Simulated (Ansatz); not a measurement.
# CH4AlFS: ionisation energy by level of theory

How much energy removes an electron from CH4AlFS at fixed geometry? The cation is run at each level and the neutral's energy taken from earlier runs.

The runs use Ansatz 0.2.0, Gaussian basis; unrestricted cation, the program's frozen cores in correlated methods.

The runs, in order: UKS PBE-D4/def2-TZVPP; UKS r2SCAN-D4/def2-TZVPP; UKS PBE0-D4/def2-TZVPP; UKS B3LYP-D4/def2-TZVPP; UKS wB97X-V/def2-TZVPP; UKS wB97M-V/def2-TZVPP; UKS B2PLYP/def2-TZVPP; UHF-CCSD(T)/def2-TZVPP; UHF-CCSD(T)/def2-QZVPP; extrapolation to the limit; then −ε(HOMO) from the neutral's earlier runs with LDA (SPW92), PBE-D4, revPBE-D4, BLYP-D4, r2SCAN-D4, B97M-V, PBE0-D4, B3LYP-D4, r2SCANh-D4, r2SCAN0-D4, HSE06-D4, BHLYP-D4, CAM-B3LYP-D4, LC-ωPBE, ωB97X-V, ωB97M-V.

**1. Structure used throughout**

The geometry comes from an earlier relaxation with PBE0-D4/def2-TZVP; it is a stationary point, not always the lowest conformer.

SMILES `C[S][AlH][F]`, 8 atoms, charge 0, spin multiplicity 1.

Atoms are counted from 1 here; the program's logs count them from 0.

Bond lengths: C1–S2 1.825 Å, C1–H5 1.091 Å, C1–H6 1.089 Å, C1–H7 1.089 Å, S2–Al3 2.158 Å, Al3–F4 1.647 Å, Al3–H8 1.573 Å. Angles: S2–C1–H5 112.1°, S2–C1–H6 108.6°, S2–C1–H7 108.7°, H5–C1–H6 109.0°, H5–C1–H7 109.0°, H6–C1–H7 109.5°, C1–S2–Al3 99.4°, S2–Al3–F4 118.3°, S2–Al3–H8 121.8°, F4–Al3–H8 119.9°.

**2. Cation, UKS PBE-D4/def2-TZVPP**

in.yaml reads:

```yaml
crystal:
  periodic: [false, false, false]
  atoms:
    - {symbol: C, position_ang: [-0.688456, 1.158512, -0.202888]}
    - {symbol: S, position_ang: [-1.138168, -0.498178, 0.415321]}
    - {symbol: Al, position_ang: [0.785445, -1.464629, 0.261975]}
    - {symbol: F, position_ang: [0.905840, -3.040806, 0.722624]}
    - {symbol: H, position_ang: [0.365838, 1.223393, -0.475160]}
    - {symbol: H, position_ang: [-1.294456, 1.378821, -1.080251]}
    - {symbol: H, position_ang: [-0.898406, 1.889898, 0.575899]}
    - {symbol: H, position_ang: [2.054563, -0.704010, -0.273319]}
basis:
  gaussian: {orbitals: def2-TZVPP}
total_charge: 1
magnetization: {spin_polarized: true, initial_magnetization: 1}
hamiltonian: {xc: pbe, dispersion: d4}
```

On the command line:

```
$ ansatz run in.yaml --threads 2 --pin off --events-out ev --progress --plain --max-ram 31744MiB --backend cpu
```

Further steps of the session: Cation, UKS r2SCAN-D4/def2-TZVPP; Cation, UKS PBE0-D4/def2-TZVPP; Cation, UKS B3LYP-D4/def2-TZVPP; Cation, UKS wB97X-V/def2-TZVPP; Cation, UKS wB97M-V/def2-TZVPP; Cation, UKS B2PLYP (frozen core)/def2-TZVPP; Cation, UHF-CCSD(T)/def2-TZVPP; Cation, UHF-CCSD(T)/def2-QZVPP.

Q: Predict the results of all the runs planned. Wanted: ionisation energy, CCSD(T)/CBS; nearest functional by difference; nearest −ε(HOMO); −ε(HOMO) of PBE; T1 of the cation.

The runs gave:

| quantity | value |
| --- | --- |
| ionisation energy, CCSD(T)/CBS | 9.83 eV |
| nearest functional by difference | ωB97X-V (-0.15 eV) |
| nearest −ε(HOMO) | ωB97X-V (-0.10 eV) |
| −ε(HOMO) of PBE | 6.24 eV |
| T1 of the cation | 0.015 |

Energy differences with functionals land within 0.27 eV of the reference. −ε(HOMO) of PBE misses by 3.6 eV, since self-interaction lifts the level. Among orbital estimates ωB97X-V comes nearest. Hartree-Fock falls 1.23 eV short, as the neutral has more correlation energy than the cation. The cation may have settled in a state other than its lowest; no search over hole states beyond the program's own was made.
